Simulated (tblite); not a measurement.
# C3H8O2SeSi2: the cost of one run

Computed with tblite 0.8.0 and PySCF 2.14.0, with density-fitted response routines of our own, on a single molecule in the gas phase. Atoms are numbered from 0 throughout.

### 1 The molecule as given

16 atoms, charge 0, multiplicity 1; geometry from: force field or distance geometry start.

Bonds of the start (Å): C0–O1 1.40, O1–C2 1.37, C2–C3 1.29, C3–O4 1.38, O4–Si5 1.75, Si5–Si6 2.24, Si6–Se7 2.31, Se7–C2 1.92, C0–H8 1.12, C0–H9 1.10, C0–H10 1.11, C3–H11 1.12, Si5–H12 1.46, Si5–H13 1.44, Si6–H14 1.48, Si6–H15 1.44.

### 2 Optimising the geometry with GFN2-xTB

Job settings and geometry (Å):

```
{"job": {"kind": "relax", "xc": "GFN2-xTB", "basis": "xTB"}, "charge": 0, "multiplicity": 1}
C      3.114300     0.039300    -0.233400
O      1.934800     0.795200    -0.134300
C      0.661900     0.380500    -0.428300
C      0.362200    -0.869800    -0.281100
O     -0.892300    -1.386600    -0.538700
Si    -2.314500    -0.920000     0.364800
Si    -2.387800     1.319500     0.265600
Se    -0.540400     1.745400    -1.054900
H      3.950500     0.700500     0.106000
H      3.305600    -0.364400    -1.240900
H      3.062300    -0.794800     0.500700
H      1.189000    -1.521400     0.098500
H     -3.419200    -1.374400    -0.471900
H     -2.345900    -1.427800     1.712400
H     -2.068500     1.851100     1.608700
H     -3.619500     1.836600    -0.284700
```

The run is started by

```sh
> OMP_NUM_THREADS=1 python probes_run.py task.json out
```

One launch serves the whole session: the jobs run in the order shown.

**Question.** How long does this first job take on 1 thread of Arm Neoverse N1, shared host, and how much memory does it need?

About 1 s, with a peak of 0.18 GiB.
